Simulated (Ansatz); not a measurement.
# LuTlTe2: the cost of one run

Computed with Ansatz 0.2.0 (DFT PBEsol, all-electron LAPW, scalar-relativistic unless said, unless a step's input says otherwise).

1 further run of the same task is left out (it didn't finish). Runs told in other sessions of the task aren't counted.

### 1 The structure to begin with

The structure is trigonal, space group R-3m (No. 166). The conventional cell has a = 4.292 Å, b = 4.292 Å, c = 24.057 Å, α = 90.00°, β = 90.00°, γ = 120.00°. Lu (site symmetry -3m) is surrounded by 6 Te at 3.01 Å. Tl (site symmetry -3m) is surrounded by 6 Te at 3.38 Å. Around Te (site symmetry 3m) lie 3 Lu at 3.01 Å and 3 Tl at 3.38 Å.

Coordinates:

```cif
data_structure
_symmetry_space_group_name_H-M 'R-3m:H'
_symmetry_Int_Tables_number 166
_cell_length_a 4.2917
_cell_length_b 4.2917
_cell_length_c 24.0573
_cell_angle_alpha 90.000
_cell_angle_beta 90.000
_cell_angle_gamma 120.000
_cell_volume 383.74
loop_
_atom_site_label
_atom_site_type_symbol
_atom_site_symmetry_multiplicity
_atom_site_Wyckoff_symbol
_atom_site_fract_x
_atom_site_fract_y
_atom_site_fract_z
_atom_site_occupancy
Lu1 Lu 3 b 0.66667 0.33333 0.83333 1
Tl1 Tl 3 a 0.00000 0.00000 0.00000 1
Te1 Te 6 c 0.00000 0.00000 0.76224 1
```

Cartesian axes are those of the input's lattice vectors. The structure goes back to a database entry.

### 2 Reference run, fine mesh, LAPW

File input.yaml:

```yaml
crystal:
  lattice:
    - [2.14584640156, 1.23890499758, 8.01909705139]
    - [-2.14584640156, 1.23890499758, 8.01909705139]
    - [0.0, -2.47780999517, 8.01909705138]
  atoms:
    - { symbol: Lu, position: [0.5, 0.5, 0.5] }
    - { symbol: Tl, position: [0.0, 0.0, 0.0] }
    - { symbol: Te, position: [0.762236236524, 0.762236236524, 0.762236236524] }
    - { symbol: Te, position: [0.237763763476, 0.237763763476, 0.237763763476] }
kpoints:
  mp_grid: { grid: [10, 10, 10] }
scf:
  occupations: { method: fixed }
hamiltonian:
  xc: pbesol
  pseudopotentials: { kind: all_electron, lapw: { basis_error: 0.001 } }
output:
  forces: true
  stress: true
  eigenvalues: true
  eigenstates:
    nscf_kmesh: { grid: [10, 10, 10] }
    de_dk: true
    e_range: [-9, 10.26656895537]
checkpoint:
  write: ck
  write_wavefunctions: false
```

The run is started by

```sh
$ ansatz run input.yaml --threads 1 --pin off --max-ram 3072MiB --backend cpu --events-out ev --progress --plain --runs-dir out
```

**Question.** How long does this run take on 1 thread of AMD EPYC 7R43 (Zen 3), shared host, and how much memory does it need?

About 4.5 min, with a peak of 1.5 GiB.
